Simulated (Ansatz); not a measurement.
**CH8BGaSi: up Jacob's ladder to CCSD(T)**

The task here is to estimate one member of a computed series from the others.

The runs use Ansatz 0.2.0, Gaussian basis; functionals in def2-TZVPP, the program's frozen cores in correlated methods.

Levels to be run: LDA (SPW92), PBE-D4, revPBE-D4, BLYP-D4, r2SCAN-D4, B97M-V, PBE0-D4, B3LYP-D4, r2SCANh-D4, r2SCAN0-D4, HSE06-D4, BHLYP-D4, CAM-B3LYP-D4, LC-ωPBE, ωB97X-V, ωB97M-V, B2PLYP, PBE-QIDH; CCSD(T)/def2-SVP; CCSD(T)/def2-TZVPP; MP2/def2-QZVPP; extrapolation to the limit; RPA on PBE.

### Structure used throughout

The geometry comes from an earlier relaxation with PBE0-D4 in a triple-zeta def2 set; it is a stationary point, not always the lowest conformer.

12 atoms, charge 0, spin multiplicity 1.

Atoms are counted from 1 here; the program's logs count them from 0.

Bond lengths: B1–Ga2 2.059 Å, B1–H5 1.199 Å, B1–H6 1.199 Å, Ga2–Si3 2.424 Å, Ga2–H7 1.581 Å, Si3–C4 1.881 Å, Si3–H8 1.493 Å, Si3–H9 1.496 Å, C4–H10 1.092 Å, C4–H11 1.092 Å, C4–H12 1.092 Å. Angles: Ga2–B1–H5 122.2°, Ga2–B1–H6 121.9°, H5–B1–H6 115.8°, B1–Ga2–Si3 123.0°, B1–Ga2–H7 121.1°, Si3–Ga2–H7 115.9°, Ga2–Si3–C4 114.2°, Ga2–Si3–H8 110.6°, Ga2–Si3–H9 107.0°, C4–Si3–H8 109.5°, C4–Si3–H9 109.3°, H8–Si3–H9 105.9°, Si3–C4–H10 110.9°, Si3–C4–H11 110.6°, Si3–C4–H12 110.8°, H10–C4–H11 108.4°, H10–C4–H12 108.2°, H11–C4–H12 107.8°.

Set-up of the first run:

in.yaml reads:

```yaml
crystal:
  periodic: [false, false, false]
  atoms:
    - {symbol: B, position_ang: [-0.833904, 2.959587, 0.527461]}
    - {symbol: Ga, position_ang: [0.382938, 1.352087, 0.107117]}
    - {symbol: Si, position_ang: [-0.472409, -0.877797, -0.308235]}
    - {symbol: C, position_ang: [0.818486, -2.237795, -0.163211]}
    - {symbol: H, position_ang: [-1.314897, 3.639802, -0.334684]}
    - {symbol: H, position_ang: [-1.136506, 3.249316, 1.650945]}
    - {symbol: H, position_ang: [1.951981, 1.520019, 0.009873]}
    - {symbol: H, position_ang: [-1.617239, -1.179055, 0.602119]}
    - {symbol: H, position_ang: [-1.037725, -0.877537, -1.693170]}
    - {symbol: H, position_ang: [0.386980, -3.212578, -0.401846]}
    - {symbol: H, position_ang: [1.649756, -2.052776, -0.846849]}
    - {symbol: H, position_ang: [1.222540, -2.283273, 0.850489]}
basis:
  gaussian: {orbitals: def2-TZVPP}
hamiltonian: {xc: lda}
output: {orbitals: {seedname: orbitals}}
```

Steps of the session up to this table: LDA; PBE-D4 (GGA); revPBE-D4 (GGA); BLYP-D4 (GGA); r2SCAN-D4 (meta-GGA); B97M-V (meta-GGA); PBE0-D4 (hybrid); B3LYP-D4 (hybrid); r2SCANh-D4 (hybrid); r2SCAN0-D4 (hybrid); HSE06-D4 (hybrid); BHLYP-D4 (hybrid); CAM-B3LYP-D4 (range-separated); LC-ωPBE (range-separated); ωB97X-V (range-separated); ωB97M-V (range-separated); B2PLYP (double hybrid); PBE-QIDH (double hybrid).

One table of the session follows, with a row left open; its other results are not shown here.

It belongs to the step «Frontier levels by functional». 

| functional | HOMO (eV) | LUMO (eV) | gap (eV) |
| --- | --- | --- | --- |
| LDA (SPW92) | -6.05 | -3.35 | 2.70 |
| PBE-D4 | -5.93 | -3.09 | 2.84 |
| revPBE-D4 | -5.88 | -2.97 | 2.91 |
| BLYP-D4 | ? | ? | ? |
| r2SCAN-D4 | -6.14 | -2.75 | 3.40 |
| B97M-V | -6.22 | -2.87 | 3.35 |
| PBE0-D4 | -6.95 | -2.14 | 4.81 |
| B3LYP-D4 | -6.75 | -2.33 | 4.42 |
| r2SCANh-D4 | -6.52 | -2.42 | 4.09 |
| r2SCAN0-D4 | -7.09 | -1.95 | 5.14 |
| HSE06-D4 | -6.56 | -2.52 | 4.04 |
| BHLYP-D4 | -7.86 | -1.12 | 6.74 |
| CAM-B3LYP-D4 | -8.17 | -1.05 | 7.12 |
| LC-ωPBE | -9.46 | 0.12 | 9.58 |
| ωB97X-V | -9.13 | 0.01 | 9.13 |
| ωB97M-V | -8.94 | -0.25 | 8.68 |

Estimate the missing values for BLYP-D4.

Worked estimate for «HOMO (eV)». Against the share of exact exchange, B3LYP-D4 (0.2, -6.75), BHLYP-D4 (0.5, -7.86) give a slope of -3.70 per unit share; at 0 the line stands at -6.01.

The run gave: HOMO (eV): -5.78; LUMO (eV): -2.91; gap (eV): 2.87. In «HOMO (eV)» the line misses by -0.23.
